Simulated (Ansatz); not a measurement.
A run of Ansatz 0.2.0:

File input.yaml:

```yaml
crystal:
  lattice:
    - [3.2595214487, 0.0, 0.0]
    - [0.0, 5.0833745205, 5.4187336603]
    - [0.0, -5.0833745205, 5.4187336603]
  atoms:
    - { symbol: Cr, position: [0.0, 0.838958, 0.838958], spin: 2.0 }
    - { symbol: Mg, position: [0.5, 0.084231, 0.084231] }
    - { symbol: Mg, position: [0.5, 0.1098, 0.644892] }
    - { symbol: Mg, position: [0.5, 0.644892, 0.1098] }
    - { symbol: Mg, position: [0.0, 0.346975, 0.346975] }
    - { symbol: Mg, position: [0.0, 0.460809, 0.781007] }
    - { symbol: Mg, position: [0.0, 0.781007, 0.460809] }
    - { symbol: C, position: [0.5, 0.733328, 0.733328] }
hamiltonian:
  xc: r2scan
  pseudopotentials: { kind: paw }
  dispersion: rvv10
  hubbard: { sites: [{ species: Cr, l: d, u_eff: 8.0 }] }
magnetization:
  spin_polarized: true
  initial_magnetization: 2.0
  spin_locking: { lock_magnetization: hard }
kpoints:
  mp_grid: { grid: [9, 4, 4] }
scf:
  occupations: { method: gaussian, width: 0.1 }
output:
  forces: true
  stress: true
  eigenvalues: true
```

Potentials or basis: Ansatz PAW.

Run with:

```console
$ ansatz run input.yaml --threads 4 --pin off --max-ram 11264MiB --backend cpu --events-out ev --progress --plain --runs-dir out
```

Hardware: 4 threads of Intel(R) Xeon(R) Processor @ 2.70GHz, with other jobs on the host.

**Question.** How long does it take, and how much memory?

**Answer.** Wall time 81 s on 4 threads of Intel(R) Xeon(R) Processor @ 2.70GHz, on a shared host, peak memory 1.4 GiB. Counts: scf iterations 17, plane waves 4539, k points 35, bands 48.
